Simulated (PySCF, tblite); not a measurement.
**C₄H₈BN₃: geometry, infrared bands and NMR shifts**

Wanted: the infrared bands and NMR shifts of C₄H₈BN₃ (`N#CB(N)NC1CC1`), by calculation.

Programs: tblite 0.8.0 and PySCF 2.14.0, with density-fitted response routines of our own. Each step states its level of theory. These are calculated values for one molecule in the gas phase, unless marked as measured. Atoms count from 0, in the outputs and in this text.

## (1) Starting geometry

16 atoms, charge 0, multiplicity 1; geometry from: force field or distance geometry start.

Bonds of the start (Å): N0–C1 1.16, C1–B2 1.55, B2–N3 1.52, B2–N4 1.48, N4–C5 1.43, C5–C6 1.49, C6–C7 1.49, C7–C5 1.54, N3–H8 1.08, N3–H9 1.06, N4–H10 1.05, C5–H11 1.12, C6–H12 1.13, C6–H13 1.13, C7–H14 1.11, C7–H15 1.09.

## (2) Relaxing the molecule with GFN2-xTB

Job settings and geometry (Å):

```
{"job": {"kind": "relax", "xc": "GFN2-xTB", "basis": "xTB"}, "charge": 0, "multiplicity": 1}
N     -2.386400     2.366600    -1.160700
C     -1.994000     1.396500    -0.652800
B     -1.475200     0.104600     0.035200
N     -2.536700    -0.738200     0.717200
N     -0.300800    -0.604500    -0.528300
C      0.918100     0.136400    -0.602400
C      1.612500     0.713100     0.582100
C      2.092700    -0.604000     0.073300
H     -2.245000    -1.772600     0.681700
H     -2.595200    -0.546400     1.756100
H     -0.554900    -1.039400    -1.453800
H      1.214200     0.431300    -1.642200
H      1.088700     0.777000     1.577200
H      2.353400     1.538900     0.374200
H      1.763400    -1.454700     0.700200
H      3.037500    -0.695700    -0.468400
```

Started as:

```sh
OMP_NUM_THREADS=1 python probes_run.py task.json out
```

This one command runs all jobs of the session in turn.

**Question.** This job is followed by: GFN2-xTB harmonic vibrations, gas phase; GIAO PBE0/pcSseg-1 NMR shielding, non-relativistic, gas phase. Predict these results of the whole session: strongest single infrared mode (GFN2-xTB); zero-point energy (GFN2-xTB); 13C shifts against TMS (PBE0/pcSseg-1, means over atoms taken as alike); 1H shifts against TMS (PBE0/pcSseg-1, means over atoms taken as alike); 15N shifts against NH3 (PBE0/pcSseg-1); 11B shifts against BF3·OEt2 (PBE0/pcSseg-1); surface potential, 1st and 99th percentile.

**Answer**, as computed:

| quantity | value |
| --- | --- |
| strongest single infrared mode (GFN2-xTB) | 1440 cm⁻¹, 435 km/mol |
| zero-point energy (GFN2-xTB) | 78.9 kcal/mol |
| 13C shifts against TMS (PBE0/pcSseg-1, means over atoms taken as alike) | 127.9, 27.7, 12.7 ppm |
| 1H shifts against TMS (PBE0/pcSseg-1, means over atoms taken as alike) | 2.89, 2.85, 2.56, 0.79, 0.41 ppm |
| 15N shifts against NH3 (PBE0/pcSseg-1) | 349.1, 104.1, 72.7 ppm |
| 11B shifts against BF3·OEt2 (PBE0/pcSseg-1) | 16.7 ppm |
| surface potential, 1st and 99th percentile | -1.92 V and 1.97 V |

In words: The optimisation took 88 steps and gained 2.017 eV; among the close pairs (by a distance rule), B2–N3 changed most, from 1.517 to 1.402 Å. The lowest mode is imaginary (37i cm⁻¹), so the xTB geometry is not a minimum. The strongest single mode, at 1440 cm⁻¹, moves mainly B2 and N4. GFN2-xTB is a fitted tight-binding method: band positions and strengths are rough. Its intensities can rank the bands wrongly. At PBE0/pcSseg-1: The largest span, 537 ppm, is at N0, where the paramagnetic term is -421 ppm.
